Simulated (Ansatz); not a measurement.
# C3H5B: the cost of one run

All numbers below are computed with Ansatz 0.2.0 (RKS B3LYP/def2-SVP).

## (1) The starting structure

Bond lengths: B1–C2 1.527 Å, C2–C3 1.456 Å, C3–C4 1.207 Å, B1–H5 1.217 Å, B1–H6 1.238 Å, C2–H7 1.139 Å, C2–H8 1.080 Å, C4–H9 1.114 Å. Angles: B1–C2–C3 110.2°, B1–C2–H7 108.4°, B1–C2–H8 110.3°, C3–C2–H7 109.9°, C3–C2–H8 110.2°, H7–C2–H8 107.7°, C2–B1–H5 122.6°, C2–B1–H6 123.2°, H5–B1–H6 114.1°, C2–C3–C4 173.6°, C3–C4–H9 171.6°.

Coordinates:

```xyz
9

B    -0.3595    0.8454   -1.1109
C     0.3346   -0.3937   -0.5502
C     0.1205   -0.4823    0.8874
C     0.0767   -0.5521    2.0915
H    -0.3621    1.1150   -2.2978
H    -1.0087    1.6346   -0.4116
H     1.4485   -0.3141   -0.7729
H    -0.0356   -1.2842   -1.0374
H    -0.1259   -0.6149    3.1849
```

## (2) End point A

input.yaml reads:

```yaml
crystal:
  periodic: [false, false, false]
  atoms:
    - { symbol: B, position_ang: [-0.3595, 0.8454, -1.1109] }
    - { symbol: C, position_ang: [0.3346, -0.3937, -0.5502] }
    - { symbol: C, position_ang: [0.1205, -0.4823, 0.8874] }
    - { symbol: C, position_ang: [0.0767, -0.5521, 2.0915] }
    - { symbol: H, position_ang: [-0.3621, 1.115, -2.2978] }
    - { symbol: H, position_ang: [-1.0087, 1.6346, -0.4116] }
    - { symbol: H, position_ang: [1.4485, -0.3141, -0.7729] }
    - { symbol: H, position_ang: [-0.0356, -1.2842, -1.0374] }
    - { symbol: H, position_ang: [-0.1259, -0.6149, 3.1849] }
basis:
  gaussian: { orbitals: def2-SVP }
hamiltonian:
  xc: b3lyp
relax:
  f_tol: 0.02
  max_steps: 50
```

Started as:

```sh
ansatz run input.yaml --threads 1 --pin off --max-ram 2048MiB --backend cpu --events-out ev --progress --plain --runs-dir out
```

**Question.** How long does this run take on 1 thread of Arm Neoverse V2, shared host, and how much memory does it need?

About 20 s, with a peak of 0.14 GiB.
